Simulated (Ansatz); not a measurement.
Predict the output of the script below (the Ansatz DFT code, driven from Python).

Contents of `mgs.xyz`:
```text
4
Lattice="4.03462241 0.0 0.0 -2.0173112 3.4940855 0.0 0.0 0.0 6.43229418" Properties=species:S:1:pos:R:3 pbc="T T T"
Mg    2.01731122    1.16469515    3.18884104
Mg   -0.00000002    2.32939034    6.40498813
S    -0.00000002    2.32939034    2.43940994
S     2.01731122    1.16469515    5.65555703
```

The script, `fatbands_mgs.py`:
```python
"""Orbital character of the bands of MgS."""

from pathlib import Path
import sys

import ansatz
import pandas as pd

OCCUPATIONS = "fermi_dirac"
WIDTH_EV = 0.05
KMESH = (5, 5, 3)
XC = "r2scan"

cell = ansatz.Crystal.from_extxyz("mgs.xyz")

points = {"G": (0.0, 0.0, 0.0), "M": (0.5, 0.0, 0.0), "K": (0.33333, 0.33333, 0.0), "A": (0.0, 0.0, 0.5), "L": (0.5, 0.0, 0.5)}
calc = cell.calculation()
calc = calc.occupations(OCCUPATIONS, width=WIDTH_EV).kpoints(*KMESH)
calc = calc.functional(XC)
calc = calc.band_structure(list(points.values()), intervals=1)
calc = calc.fat_bands()
try:
    result = calc.run(threads=1)
except ansatz.NonConvergedError as error:
    sys.exit(f"no convergence: {error}")
except ansatz.RefusalError as error:
    sys.exit(f"input refused: {error}")
report = result.report
file = Path(result.write_results("results")) / "fatbands.tsv"
names = file.read_text().splitlines()[0].lstrip("# ").split("\t")
table = pd.read_csv(file, sep="\t", comment="#", names=names)
near = table[table.e_minus_ef.abs() < 3]
for ik, label in enumerate(points):
    print(label)
    for _, row in near[near.ik == ik].iterrows():
        main = row[names[4:]].astype(float).nlargest(2)
        print(f"   band {int(row.band):3d} {row.e_minus_ef:7.3f} eV  " + ", ".join(f"{k} {v:.2f}" for k, v in main.items()))
```

```console
$ python fatbands_mgs.py
DeckWarning: basis.ecutwfc = 500 eV, auto-derived from the records' recommended cutoffs: set by Mg (their level for a meta-GGA)
G
   band  11  -2.657 eV  s2_l1_3P 0.49, s3_l1_3P 0.49
   band  12  -2.657 eV  s2_l1_3P 0.49, s3_l1_3P 0.49
   band  13  -2.234 eV  s2_l1_3P 0.49, s3_l1_3P 0.49
   band  14  -2.234 eV  s2_l1_3P 0.49, s3_l1_3P 0.49
   band  15  -2.065 eV  s2_l1_3P 0.49, s3_l1_3P 0.49
   band  16   2.051 eV  mg0_l0_3S 0.33, mg1_l0_3S 0.33
M
   band  14  -2.996 eV  s2_l1_3P 0.48, s3_l1_3P 0.48
   band  15  -2.549 eV  s2_l1_3P 0.49, s3_l1_3P 0.49
K
A
   band  12  -2.452 eV  s3_l1_3P 0.83, s2_l1_3P 0.15
   band  13  -2.452 eV  s3_l1_3P 0.51, s2_l1_3P 0.47
   band  14  -2.452 eV  s2_l1_3P 0.77, s3_l1_3P 0.22
   band  15  -2.452 eV  s2_l1_3P 0.58, s3_l1_3P 0.40
L
   band  12  -2.978 eV  s3_l1_3P 0.55, s2_l1_3P 0.43
   band  13  -2.978 eV  s2_l1_3P 0.55, s3_l1_3P 0.43
   band  14  -2.878 eV  s3_l1_3P 0.70, s2_l1_3P 0.27
   band  15  -2.878 eV  s2_l1_3P 0.70, s3_l1_3P 0.27
```
(Warnings from the package without file and line.)

The computed bands are complete only to about 5.2 eV above the Fermi level. This cell is a computed structure, which may not be the phase found in nature. Gaps and levels are Kohn-Sham values on a finite set of k-points. Energies are less the Fermi level and bands count from 0. Only the largest channels are printed, equivalent atoms hold more, and in degenerate sets the split between sites is arbitrary; shells that the potentials lack have no channel. It ran for 7.2 s on 1 thread of Arm Neoverse V1 (shared host), peak memory 0.51 GiB.

(Lines on the test bed's own set-up are left out of the output.)
